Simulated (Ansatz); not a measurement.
**SiN2H5 (SMILES N[SiH]N): UPBE0/def2-SVPD**

Aim: the electronic atomisation energy of SiN2H5 at UPBE0/def2-SVPD, from 4 runs. 

The calculation is run with Ansatz 0.2.0.

50 further runs of the same task are left out: 50 set aside as unsound or not needed.

## Step 1: The system as given

The species is SiN2H5 (8 atoms), meant as a doublet with charge 0. As SMILES, `N[SiH]N`. The shape is that of a PBE0-D4/def2-TZVP optimisation. This is one conformer, not always the lowest.

Bond lengths: N1–Si2 1.713 Å, Si2–N3 1.720 Å, N1–H4 1.008 Å, N1–H5 1.005 Å, Si2–H6 1.504 Å, N3–H7 1.008 Å, N3–H8 1.008 Å. Angles: N1–Si2–N3 106.1°, N1–Si2–H6 117.2°, N3–Si2–H6 103.6°, Si2–N1–H4 122.2°, Si2–N1–H5 121.8°, Si2–N3–H7 120.2°, Si2–N3–H8 119.6°, H4–N1–H5 112.8°, H7–N3–H8 111.5°.

## Step 2: The energy at UPBE0/def2-SVPD

molecule.yaml reads:

```yaml
basis:
  gaussian: {orbitals: def2-SVPD}
crystal:
  periodic: [false, false, false]
  atoms:
    - {symbol: N, position_ang: [-1.027000, 0.622100, -0.768300]}
    - {symbol: Si, position_ang: [0.527700, 0.579900, -0.050700]}
    - {symbol: "N", position_ang: [0.789500, -1.052600, 0.425100]}
    - {symbol: H, position_ang: [-1.817900, 0.144500, -0.364600]}
    - {symbol: H, position_ang: [-1.296600, 1.349400, -1.406800]}
    - {symbol: H, position_ang: [0.716400, 1.354100, 1.225100]}
    - {symbol: H, position_ang: [0.730800, -1.794000, -0.255200]}
    - {symbol: H, position_ang: [1.468900, -1.260500, 1.139500]}
total_charge: 0
magnetization: {spin_polarized: true, initial_magnetization: 1}
hamiltonian: {xc: {name: PBE0}}
accuracy: high
output: {orbitals: {seedname: orbitals}}
```

On the command line:

```sh
$ ansatz run molecule.yaml --threads 1 --pin off --max-ram 3480MiB --events-out events.jsonl --progress --plain --runs-dir runs
```

What it wrote:

```text
Warning: RAYON_NUM_THREADS=1 ignored (pool sized by the plan → 1); use --threads N
Functional definition: PBE0
  name "PBE0"
  parameter a = 0.25
  parameter kappa = 0.804
  parameter beta = 0.06672455060314922
  exchange = (1 - a)*pbe_x(kappa = kappa, mu = beta*pi^2/3) + a*exact_x
  correlation = pbe_c(beta = beta)
2133 factors; integrals over basis functions are off by at most 3.5e-9 eV
mean field evaluation 1: about -10918.7688 eV, gradient 4.8e1 eV
mean field evaluation 2: about -10904.4521 eV, gradient 7.1e1 eV
mean field evaluation 4: about -10927.8221 eV, gradient 3.0e0 eV
mean field evaluation 8: about -10927.9674 eV, gradient 1.1e-1 eV
mean field evaluation 16: about -10927.9675 eV, gradient 2.2e-4 eV
mean field -10927.96752683 eV, -401.5953993687 hartree, gradient 3.8e-8 eV, S^2 0.752274; 0 other end points of the search recorded, 0 dependent functions left out
reference -10927.96752980 eV, -401.5953994777 hartree; 17, 16 occupied and 87, 88 virtual orbitals, 2133 factors
Total energy: -10927.96752980 eV, -401.5953994777 hartree
```

Wall time 12 s (1 thread of Arm Neoverse V2, shared host); peak memory 0.44 GiB.

## Step 3: The H atom, same level

run.yaml reads:

```yaml
crystal:
  periodic: [false, false, false]
  atoms:
    - {symbol: H, position_ang: [0.000000, 0.000000, 0.000000]}
basis:
  gaussian:
    orbitals: def2-SVPD
magnetization:
  spin_polarized: true
  initial_magnetization: 1
hamiltonian:
  xc: {name: PBE0}
accuracy: high
```

On the command line:

```sh
$ ansatz run run.yaml --threads 1 --pin off --max-ram 3480MiB --events-out events.jsonl --progress --plain --runs-dir runs
```

What it wrote:

```text
Warning: RAYON_NUM_THREADS=1 ignored (pool sized by the plan → 1); use --threads N
Functional definition: PBE0
  name "PBE0"
  parameter a = 0.25
  parameter kappa = 0.804
  parameter beta = 0.06672455060314922
  exchange = (1 - a)*pbe_x(kappa = kappa, mu = beta*pi^2/3) + a*exact_x
  correlation = pbe_c(beta = beta)
33 factors; integrals over basis functions are off by at most 2.1e-9 eV
mean field evaluation 1: about -13.6122 eV, gradient 3.3e-1 eV
mean field evaluation 2: about -13.6136 eV, gradient 2.0e-2 eV
mean field evaluation 4: about -13.6136 eV, gradient 2.2e-5 eV
mean field evaluation 8: about -13.6136 eV, gradient 1.1e-8 eV
mean field -13.61360498 eV, -0.5002907553 hartree, gradient 1.1e-8 eV, S^2 0.750000; 0 other end points of the search recorded, 0 dependent functions left out
reference -13.61360633 eV, -0.5002908051 hartree; 1, 0 occupied and 7, 8 virtual orbitals, 33 factors
Total energy: -13.61360633 eV, -0.5002908051 hartree
```

Wall time 0.1 s (1 thread of Arm Neoverse V2, shared host).

## Step 4: The N atom at the same level

job.yaml reads:

```yaml
crystal:
  periodic: [false, false, false]
  atoms:
    - {symbol: N, position_ang: [0.000000, 0.000000, 0.000000]}
basis:
  gaussian:
    orbitals: def2-SVPD
magnetization:
  spin_polarized: true
  initial_magnetization: 3
hamiltonian:
  xc: {name: PBE0}
accuracy: high
```

Run the same way, it converges to -54.47989 Eh (log not shown).

## Step 5: The Si atom

input.yaml reads:

```yaml
crystal:
  periodic: [false, false, false]
  atoms:
    - {symbol: Si, position_ang: [0.000000, 0.000000, 0.000000]}
basis:
  gaussian:
    orbitals: def2-SVPD
magnetization:
  spin_polarized: true
  initial_magnetization: 2
accuracy: high
hamiltonian:
  xc: {name: PBE0}
```

On the command line:

```sh
$ ansatz run input.yaml --threads 1 --pin off --max-ram 3480MiB --events-out events.jsonl --progress --plain --runs-dir runs
```

What it wrote:

```text
Warning: RAYON_NUM_THREADS=1 ignored (pool sized by the plan → 1); use --threads N
Functional definition: PBE0
  name "PBE0"
  parameter a = 0.25
  parameter kappa = 0.804
  parameter beta = 0.06672455060314922
  exchange = (1 - a)*pbe_x(kappa = kappa, mu = beta*pi^2/3) + a*exact_x
  correlation = pbe_c(beta = beta)
196 factors; integrals over basis functions are off by at most 2.6e-9 eV
mean field evaluation 1: about -7868.1887 eV, gradient 2.1e0 eV
mean field evaluation 2: about -7868.2435 eV, gradient 5.1e-1 eV
mean field evaluation 4: about -7868.2472 eV, gradient 1.3e-1 eV
mean field evaluation 8: about -7868.2474 eV, gradient 1.3e-4 eV
mean field -7868.24737354 eV, -289.1527576878 hartree, gradient 5.9e-8 eV, S^2 2.005343; 0 other end points of the search recorded, 0 dependent functions left out
reference -7868.24737509 eV, -289.1527577450 hartree; 8, 6 occupied and 16, 18 virtual orbitals, 196 factors
Total energy: -7868.24737509 eV, -289.1527577450 hartree
```

Wall time 0.56 s (1 thread of Arm Neoverse V2, shared host).

## Step 6: Summary of results

Level: UPBE0/def2-SVPD.

| quantity | value |
| --- | --- |
| molecule: total energy | -401.59540 Eh |
| molecule: HOMO energy (highest over α and β) | -5.05 eV |
| molecule: LUMO energy (lowest over α and β) | -1.38 eV |
| molecule: ⟨S²⟩ | 0.752 |
| H atom: total energy | -0.50029 Eh |
| H atom: ⟨S²⟩ | 0.750 |
| N atom: total energy | -54.47989 Eh |
| N atom: ⟨S²⟩ | 3.753 |
| Si atom: total energy | -289.15276 Eh |
| Si atom: ⟨S²⟩ | 2.005 |
| electronic atomisation energy | 26.705 eV |

In words: Taking the molecule apart into free atoms costs 26.71 eV (616 kcal/mol), before zero-point energy and without spin-orbit coupling.
